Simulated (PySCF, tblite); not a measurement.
**C₈H₁₂FP: geometry, infrared bands and NMR shifts**

Aim: predict the infrared bands and NMR shifts of C₈H₁₂FP (`C/C=C/P1CC(C)=C(F)C1`).

Computed with tblite 0.8.0 and PySCF 2.14.0, with density-fitted response routines of our own, on a single molecule in the gas phase. Atoms count from 0, in the outputs and in this text.

### 1 The molecule as given

22 atoms, charge 0, multiplicity 1; geometry from: force field or distance geometry start.

Bonds of the start (Å): C0–C1 1.51, C1–C2 1.33, C2–P3 1.88, P3–C4 1.84, C4–C5 1.50, C5–C6 1.49, C5–C7 1.34, C7–F8 1.36, C7–C9 1.47, C9–P3 1.82, C0–H10 1.09, C0–H11 1.09, C0–H12 1.10, C1–H13 1.08, C2–H14 1.08, C4–H15 1.10, C4–H16 1.10, C6–H17 1.10, C6–H18 1.10, C6–H19 1.09, C9–H20 1.09, C9–H21 1.10.

### 2 Relaxing the molecule with GFN2-xTB

The job: settings as JSON, then the geometry in Å.

```
{"job": {"kind": "relax", "xc": "GFN2-xTB", "basis": "xTB"}, "charge": 0, "multiplicity": 1}
C      3.658100    -0.654800     0.701300
C      2.598200     0.357000     0.332800
C      1.298800     0.148500     0.523100
P      0.101100     1.503500     0.018300
C     -1.435800     0.907500     0.845900
C     -1.937700    -0.043400    -0.196700
C     -3.038500    -0.968600     0.182900
C     -1.365300     0.006500    -1.403200
F     -1.788300    -0.834400    -2.381400
C     -0.290500     0.972700    -1.682600
H      4.333400    -0.228000     1.438200
H      4.221500    -0.927500    -0.185900
H      3.214500    -1.564800     1.133600
H      2.973400     1.284900    -0.083300
H      0.928000    -0.771700     0.951400
H     -1.239500     0.424100     1.810100
H     -2.149900     1.726000     0.990000
H     -2.725500    -1.624400     1.011600
H     -3.918700    -0.400300     0.513400
H     -3.337600    -1.613600    -0.639000
H      0.556200     0.515400    -2.195200
H     -0.666400     1.804900    -2.290300
```

The run is started by

```console
> OMP_NUM_THREADS=1 python probes_run.py task.json out
```

One launch serves the whole session: the jobs run in the order shown.

**Question.** This job is followed by: GFN2-xTB harmonic vibrations, gas phase; GIAO PBE0/pcSseg-1 NMR shielding, non-relativistic, gas phase. Predict these results of the whole session: strongest single infrared mode (GFN2-xTB); zero-point energy (GFN2-xTB); ¹³C shifts against TMS (PBE0/pcSseg-1); ¹H shifts against TMS (PBE0/pcSseg-1, means over atoms taken as alike); ³¹P shifts against H3PO4 (PBE0/pcSseg-1); ¹⁹F shifts against CFCl3 (PBE0/pcSseg-1).

As calculated:

```
                                                              quantity                                                   value
                             strongest single infrared mode (GFN2-xTB)                                   1222 cm⁻¹, 128 km/mol
                                          zero-point energy (GFN2-xTB)                                          110.2 kcal/mol
                                ¹³C shifts against TMS (PBE0/pcSseg-1)  165.9, 151.6, 141.0, 118.7, 38.0, 36.1, 24.6, 16.1 ppm
¹H shifts against TMS (PBE0/pcSseg-1, means over atoms taken as alike)                  6.65, 6.53, 2.60, 2.23, 1.97, 1.85 ppm
                              ³¹P shifts against H3PO4 (PBE0/pcSseg-1)                                               -48.5 ppm
                              ¹⁹F shifts against CFCl3 (PBE0/pcSseg-1)                                              -121.4 ppm
```

In words: Over 139 steps the energy fell by 0.323 eV; of the close pairs, C2–P3 changed most, 1.878 to 1.821 Å. All 60 modes are real, so the xTB geometry is a minimum. The strongest single mode, at 1222 cm⁻¹, is carried by C7, C9, H20. GFN2-xTB is a fitted tight-binding method: band positions and strengths are rough. Its intensities can rank the bands wrongly. At PBE0/pcSseg-1: The largest span, 238 ppm, is at C1, where the paramagnetic term is -220 ppm.
